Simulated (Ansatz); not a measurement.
Runs of Ansatz 0.2.0 on YbB2. It takes space group P6/mmm (No. 191, hexagonal). Conventional cell: a = 3.250 Å, b = 3.250 Å, c = 3.732 Å, α = 90.00°, β = 90.00°, γ = 120.00°. Yb (site symmetry 6/mmm) has 12 B at 2.65 Å as nearest neighbours. B (site symmetry -6m2) is surrounded by 3 B at 1.88 Å. 

```tsv
level	share of exact exchange	gap on the mesh (eV)	pressure (GPa)	moment (μB)
r2SCAN0	0.25	none	-1.7	1.06
r2SCAN0 form with a typed share of exact exchange	0.5	none	-0.9	1.02
r2SCAN0 form with a typed share of exact exchange	0.35	none	(a)	1.02
r2SCAN0 form with a typed share of exact exchange	0.15	none	-2.0	1.06
r2SCAN0 form with a typed share of exact exchange	0	none	1.8	0.64
r2SCAN0 form with a typed share of exact exchange	0.1	none	(b)	1.06
```

Alike in all rows: task single point; potentials or basis Ansatz PAW; spin collinear, ferromagnetic start; cell as given; k mesh 5 × 5 × 4; cutoff (eV) 500; smearing fermi-dirac 0.05 eV; the mesh is coarse, so values aren't converged.

Task: Fill in the values left out.

Result: (a) -1.2; (b) -2.2.

Caveats: all runs use coarse meshes; the magnetic or orbital state may not be the lowest; spin-orbit coupling is left out, which moves the levels of the heavy elements; the PAW data sets come from PBE, with cores solved anew for the run's functional, which leaves a small shift of forces and pressure; the thresholds are loose for stress (some runs).

A k mesh can miss the band edges, and the runs leave out spin-orbit coupling on Yb.

A gap of «none» marks a metal or a gap under the smearing width.
